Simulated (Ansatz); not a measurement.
# CH5ClSSn: basis-set convergence

One table from this session's results is given with a row withheld; the runs are named, their logs left out.

Computed with Ansatz 0.2.0, Gaussian basis. Level: one geometry, several basis sets.

Plan: PBE0-D4/def2-SVP; ωB97M-V/def2-SVP; PBE0-D4/def2-QZVPP; ωB97M-V/def2-QZVPP; the functionals' def2-TZVPP values are taken from earlier runs.

### The geometry

All runs share one geometry, relaxed beforehand with PBE0-D4 in a triple-zeta def2 set. Sn takes the def2 core potential; no spin-orbit term is included.

SMILES `C[S][SnH2][Cl]`, 9 atoms, charge 0, spin multiplicity 1.

Atoms are counted from 1 here; the program's logs count them from 0.

Bond lengths: C1–S2 1.818 Å, C1–H5 1.089 Å, C1–H6 1.090 Å, C1–H7 1.090 Å, S2–Sn3 2.374 Å, Sn3–Cl4 2.340 Å, Sn3–H8 1.698 Å, Sn3–H9 1.704 Å. Angles: S2–C1–H5 111.0°, S2–C1–H6 111.6°, S2–C1–H7 106.2°, H5–C1–H6 110.2°, H5–C1–H7 108.9°, H6–C1–H7 108.8°, C1–S2–Sn3 99.2°, S2–Sn3–Cl4 107.1°, S2–Sn3–H8 109.8°, S2–Sn3–H9 111.6°, Cl4–Sn3–H8 107.8°, Cl4–Sn3–H9 104.1°, H8–Sn3–H9 115.9°.

Set-up of the first run:

Input file in.yaml:

```yaml
crystal:
  periodic: [false, false, false]
  atoms:
    - {symbol: C, position_ang: [-0.021298, 1.370980, -0.867942]}
    - {symbol: S, position_ang: [1.368306, 0.253962, -0.511116]}
    - {symbol: Sn, position_ang: [0.266773, -1.276864, 0.931154]}
    - {symbol: Cl, position_ang: [-1.504286, -2.211087, -0.279848]}
    - {symbol: H, position_ang: [-0.840882, 0.834619, -1.344838]}
    - {symbol: H, position_ang: [-0.373289, 1.872919, 0.033190]}
    - {symbol: H, position_ang: [0.360652, 2.120700, -1.560631]}
    - {symbol: H, position_ang: [1.326889, -2.533906, 1.354183]}
    - {symbol: H, position_ang: [-0.494465, -0.477626, 2.228747]}
basis:
  gaussian: {orbitals: def2-SVP}
hamiltonian: {xc: pbe0, dispersion: d4}
output: {orbitals: {seedname: orbitals}}
```

Launch:

```bash
$ ansatz run in.yaml --threads 2 --pin off --events-out ev --progress --plain --max-ram 32768MiB --backend cpu
```

Among the steps run: PBE0-D4 in def2-SVP; ωB97M-V in def2-SVP; PBE0-D4 in def2-QZVPP; ωB97M-V in def2-QZVPP.

One table of the session follows, with a row left open; its other results are not shown here.

It belongs to the step «Density functionals: the series». 

| functional | basis | HOMO (eV) |
| --- | --- | --- |
| PBE0-D4 | def2-SVP | -7.07 |
| PBE0-D4 | def2-TZVPP | -7.17 |
| PBE0-D4 | def2-QZVPP | ? |
| ωB97M-V | def2-SVP | -9.21 |
| ωB97M-V | def2-TZVPP | -9.35 |
| ωB97M-V | def2-QZVPP | -9.39 |

Estimate the missing values for PBE0-D4, def2-QZVPP.

**Answer.** HOMO (eV): -7.19. In the column «HOMO (eV)» it lies between ωB97M-V, def2-SVP (-9.21) and PBE0-D4, def2-TZVPP (-7.17).
